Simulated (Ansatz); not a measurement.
# ZrNH (singlet): wave-function methods side by side, def2-SVP

Aim: climb from Hartree-Fock through coupled cluster for ZrNH (singlet) at one geometry and basis, and see what each rung misses.

The runs use Ansatz 0.2.0, Gaussian basis; def2-SVP, core rule «outside noble gas», up to 5 orbitals frozen.

The runs, in order: UHF; CCSD(T) on RHF; CCSD(T) on UHF; CISD; CCSDT(Q) on RHF; CCSDT(Q) on UHF; CCSDTQ on RHF.

9 further runs of the same task are left out: 7 for a known fault of the program, 2 set aside as unsound or not needed.

## Step 1: What is computed

The geometry is a PBE0/def2-TZVP stationary point (not a proven minimum). No spin-orbit coupling is included. Elements past krypton take def2 core potentials.

3 atoms, charge 0, spin multiplicity 1.

Atoms are counted from 1 here; the program's logs count them from 0.

Bond lengths: Zr1–N2 1.758 Å, N2–H3 1.012 Å. Angles: Zr1–N2–H3 180.0°.

Coordinates:

```xyz
3

Zr    0.0000    0.0000   -1.5094
N     0.0000    0.0000    0.2489
H     0.0000    0.0000    1.2605
```

## Step 2: UHF

Contents of in.yaml:

```yaml
crystal:
  periodic: [false, false, false]
  atoms:
    - {symbol: Zr, position_ang: [0.000000, 0.000000, -1.509417]}
    - {symbol: N, position_ang: [0.000000, 0.000000, 0.248939]}
    - {symbol: H, position_ang: [0.000000, 0.000000, 1.260478]}
basis:
  gaussian: {orbitals: def2-SVP}
magnetization: {spin_polarized: true, initial_magnetization: 0}
hamiltonian: {xc: hf}
output: {orbitals: {seedname: orbitals}}
```

Run with:

```sh
$ ansatz run in.yaml --threads 1 --pin off --events-out ev --progress --plain --max-ram 4096MiB --backend cpu
```

Further steps of the session: CCSD(T) on RHF; CCSD(T) on UHF; CISD; CCSDT(Q) on RHF; CCSDT(Q) on UHF; CCSDTQ on RHF.

Before running them: what should the planned runs give, taken together? Wanted: RCCSDTQ below the RHF energy; RMP2 from RCCSDTQ; UMP2 from RCCSDTQ; RCCSD from RCCSDTQ; RCCSD(T) from RCCSDTQ; UCCSD(T) from RCCSDTQ; RCCSDT(Q) from RCCSDTQ; UCCSDT(Q) from RCCSDTQ; T1 diagnostic.

The runs gave:

| quantity | value |
| --- | --- |
| RCCSDTQ below the RHF energy | -7.9716 eV |
| RMP2 from RCCSDTQ | +530.9 meV |
| UMP2 from RCCSDTQ | +660.7 meV |
| RCCSD from RCCSDTQ | +494.7 meV |
| RCCSD(T) from RCCSDTQ | +31.6 meV |
| UCCSD(T) from RCCSDTQ | +71.7 meV |
| RCCSDT(Q) from RCCSDTQ | -3.5 meV |
| UCCSDT(Q) from RCCSDTQ | +26.5 meV |
| levels within 1 kcal/mol (43 meV) | RCCSD(T), RCCSDT, RCCSDT(Q), UCCSDT(Q) |
| T1 diagnostic | 0.032 |

What this shows: RCCSD(T) lands +31.6 meV from the yardstick (0.4 % of the correlation energy). CCSD(T) misses by +31.6 meV on the restricted determinant and by +71.7 meV on the unrestricted one; the two need not hold the same state or core. These misses are within one basis, not against nature.
